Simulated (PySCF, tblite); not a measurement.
**C₅H₁₂OSSi: geometry, infrared bands and NMR shifts**

Wanted: the infrared bands and NMR shifts of C₅H₁₂OSSi (`C=CC[Si@](O)(S)CC`), by calculation.

Computed with tblite 0.8.0 and PySCF 2.14.0, with density-fitted response routines of our own, on a single molecule in the gas phase. Atoms count from 0, in the outputs and in this text.

**1. The molecule as given**

20 atoms, charge 0, multiplicity 1; geometry from: force field or distance geometry start.

Bonds of the start (Å): C0–C1 1.31, C1–C2 1.50, C2–Si3 1.86, Si3–O4 1.73, Si3–S5 2.15, Si3–C6 1.86, C6–C7 1.52, C0–H8 1.08, C0–H9 1.09, C1–H10 1.09, C2–H11 1.12, C2–H12 1.08, O4–H13 0.99, S5–H14 1.43, C6–H15 1.12, C6–H16 1.10, C7–H17 1.09, C7–H18 1.12, C7–H19 1.11.

**2. Optimising the geometry with GFN2-xTB**

The job: settings as JSON, then the geometry in Å.

```
{"job": {"kind": "relax", "xc": "GFN2-xTB", "basis": "xTB"}, "charge": 0, "multiplicity": 1}
C     -3.146700     0.372500    -0.244400
C     -2.267700    -0.559600     0.039500
C     -0.987300    -0.664900    -0.730000
Si     0.390200    -0.415700     0.499700
O      1.231500    -1.893800     0.795300
S     -0.459300     0.292600     2.342300
C      1.532500     0.909400    -0.129800
C      2.894800     0.366700    -0.537700
H     -4.072300     0.457900     0.312800
H     -3.003800     1.092700    -1.043500
H     -2.484800    -1.248100     0.860600
H     -0.971700     0.129400    -1.518400
H     -0.893500    -1.634800    -1.199200
H      0.626600    -2.675900     0.694900
H     -0.793200     1.660400     2.108800
H      1.696300     1.622900     0.712600
H      1.070500     1.452300    -0.973800
H      3.447000    -0.012100     0.322900
H      2.766900    -0.452700    -1.294500
H      3.418600     1.211400    -1.021000
```

The run is started by

```bash
$ OMP_NUM_THREADS=1 python probes_run.py task.json out
```

This one command runs all jobs of the session in turn.

**Question.** This job is followed by: GFN2-xTB harmonic vibrations, gas phase; GIAO PBE0/pcSseg-1 NMR shielding, non-relativistic, gas phase. What will the session give for the following? strongest single infrared mode (GFN2-xTB); zero-point energy (GFN2-xTB); 13C shifts against TMS (PBE0/pcSseg-1); 1H shifts against TMS (PBE0/pcSseg-1, means over atoms taken as alike); 29Si shifts against TMS (PBE0/pcSseg-1); 17O shifts against H2O (PBE0/pcSseg-1); 33S shifts against CS2 (PBE0/pcSseg-1).

As calculated:

| quantity | value |
| --- | --- |
| strongest single infrared mode (GFN2-xTB) | 809 cm⁻¹, 233 km/mol |
| zero-point energy (GFN2-xTB) | 98.9 kcal/mol |
| 13C shifts against TMS (PBE0/pcSseg-1) | 144.0, 121.4, 27.5, 14.6, 8.7 ppm |
| 1H shifts against TMS (PBE0/pcSseg-1, means over atoms taken as alike) | 6.25, 5.40, 5.17, 2.22, 1.84, 1.53, 1.23, 1.11, 0.98, 0.73 ppm |
| 29Si shifts against TMS (PBE0/pcSseg-1) | 15.4 ppm |
| 17O shifts against H2O (PBE0/pcSseg-1) | 61.5 ppm |
| 33S shifts against CS2 (PBE0/pcSseg-1) | -219 ppm |

What this shows: Relaxing lowered the energy by 0.763 eV in 255 steps; the close pair that moved most is S5–H14, from 1.427 to 1.325 Å. No mode is imaginary among the 54: a minimum at this level. The strongest single mode, at 809 cm⁻¹, is spread over several atoms, H13, Si3, C2, H12 among them. Unscaled tight-binding wavenumbers are off by several per cent, some by more. Its intensities can rank the bands wrongly. The most deshielded carbon is C1 (alkene CH), at 144.0 ppm: as expected for a trigonal carbon in a double bond. The most deshielded hydrogen is H10 (hydrogen on an alkene CH), at 6.25 ppm: attached to an sp2 carbon and in the plane of the double bond. At PBE0/pcSseg-1: The largest span, 246 ppm, is at C1, where the paramagnetic term is -214 ppm.
